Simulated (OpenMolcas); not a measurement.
**Cu³⁺ among point charges: CASSCF and CASPT2 levels and susceptibility**

Aim: the splitting of the states of Cu³⁺ in the field of 6 point charges, its lowest levels with spin-orbit coupling and its magnetic susceptibility.

Method: state-averaged CASSCF and CASPT2, spin-orbit coupling by RASSI with atomic mean-field integrals. Code: OpenMolcas 26.06.

## (1) Starting point

```
Species                           : Cu³⁺ (copper, Z = 29, 26 electrons)
Basis                             : ANO-RCC-VDZP [5s4p2d1f], 34 functions
Scalar Hamiltonian                : DKH2, point nucleus
Inactive shells                   : 1s 2s 2p 3s 3p
Active space                      : 8 electrons in 5 orbitals (3d)
Some configurations of this space : 3d⁸
Orbitals                          : optimised for each spin and parity, averaged over all roots
```

Outer shells as boxes (Hund's rule):

3d8
```
3d [↑↓][↑↓][↑↓][↑ ][↑ ]
```

The ion sits among 6 point charges of -2.2 e arranged as an octahedron (Oh), 1.92 Å from the ion.

The work runs as a chain of OpenMolcas steps in one folder; each step below is one input file. Labels, J, g values, rates, χT and fits are worked out afterwards by a script from the matrices that RASSI stores. The input lists half of the charges; inversion (Group=XYZ) makes the rest.

## (2) Basis and integrals

The input, a.inp:

```
&GATEWAY
Coord
1

Cu 0.0 0.0 0.0
Basis=ANO-RCC-VDZP
Group=XYZ
NoMove
AngMom=0.0 0.0 0.0
AMFI
XField
3 Angstrom 0
1.920000 0.000000 0.000000 -2.200000
0.000000 1.920000 0.000000 -2.200000
0.000000 0.000000 1.920000 -2.200000
&SEWARD
```

Run with:

```console
$ OMP_NUM_THREADS=1 MOLCAS_MEM=1689 MOLCAS_PROJECT=a pymolcas a.inp > a.log
```

## (3) CASSCF: triplets of even parity, 10 roots

The input, a.inp:

```
&RASSCF
FileOrb=start.orb
Symmetry=1
Spin=3
nActEl=8 0 0
Inactive=3 6
Ras2=5 0
CIRoot=10 10 1
SDav=10
CIMx=300
Iter=120 100
PrWF=0.3
OrbListing=Nothing
MaxOrb=0
>>> COPY $Project.JobIph JOB001
```

start.orb holds the contracted functions of the basis, ordered by shell, or the orbitals of the step before.

## (4) Reference wave functions, singlets of even parity, 15 roots

The input, a.inp:

```
&RASSCF
FileOrb=start.orb
Symmetry=1
Spin=1
nActEl=8 0 0
Inactive=3 6
Ras2=5 0
CIRoot=15 15 1
SDav=15
CIMx=300
Iter=120 100
PrWF=0.3
OrbListing=Nothing
MaxOrb=0
>>> COPY $Project.JobIph JOB002
```

## (5) State interaction with spin-orbit coupling

The input, a.inp:

```
&RASSI
NrOfJobIphs=2 10 15
1 2 3 4 5 6 7 8 9 10
1 2 3 4 5 6 7 8 9 10 11 12 13 14 15
IphNames
JOB001
JOB002
EJob
SpinOrbit
DIPRint=1.0
SOCoupling=1000.0
Subsets=2
Property=9
'ANGMOM' 1 'ANGMOM' 2 'ANGMOM' 3 'MLTPL  1' 1 'MLTPL  1' 2 'MLTPL  1' 3
'AMFI' 1 'AMFI' 2 'AMFI' 3
SOProperty=3
'ANGMOM' 1 'ANGMOM' 2 'ANGMOM' 3
```

## (6) CASPT2: IPEA 0.25, imaginary shift 0.1 (closed shells correlated: 3s 3p)

The input, a.inp:

```
>>> COPY JOB001 $Project.JobIph
&CASPT2
Multistate=10 1 2 3 4 5 6 7 8 9 10
NoMult
Frozen=2 3
IPEA=0.25
Imaginary=0.1
MaxIter=60
WThr=0.0 0.3 0.05
PrWF=0.5
NoMix
>>> COPY JOB002 $Project.JobIph
&CASPT2
Multistate=15 1 2 3 4 5 6 7 8 9 10 11 12 13 14 15
NoMult
Frozen=2 3
IPEA=0.25
Imaginary=0.1
MaxIter=60
WThr=0.0 0.3 0.05
PrWF=0.5
NoMix
```

(Steps that only read results are left out.)

**Question.** What will these runs give? Wanted: spin-free ground state; first state of the same spin within the active space; lowest level; next level.

The runs gave:

| quantity | value |
| --- | --- |
| method | SS-CASPT2, IPEA 0.25, imaginary shift 0.1 (closed shells correlated: 3s 3p) |
| spin-free ground state | 3A2, 1-fold in its orbital part |
| first state of the same spin within the active space | 3T2 at 3390 cm⁻¹ |
| lowest level | 3-fold T2 |
| next level | 3112.5 cm⁻¹ |
| χT at 300 K | 2.12 cm³ K/mol |
| effective moment at 300 K | 4.12 μB |

Cost by method:

| method | time of its own steps | time with the reference |
| --- | --- | --- |
| A. CASSCF | 4.5 s | 4.5 s |
| B. SS-CASPT2, IPEA 0.25, imaginary shift 0.1, +3s 3p | 1.4 s | 5.9 s |

Times are of one thread on a shared host.

In words: The spin-free ground state (3A2) comes to 100 % from free-ion F terms and keeps the highest spin of the shell. χT at 300 K is 2.12, against 1.00 cm³ K/mol for the spin alone, so orbital moment adds to it. CASPT2 does not keep the components of a term degenerate, and the means are used. The field of point charges can differ much from that of real complexes. Point charges carry no covalency, so the field is a model and not that of real ligands.
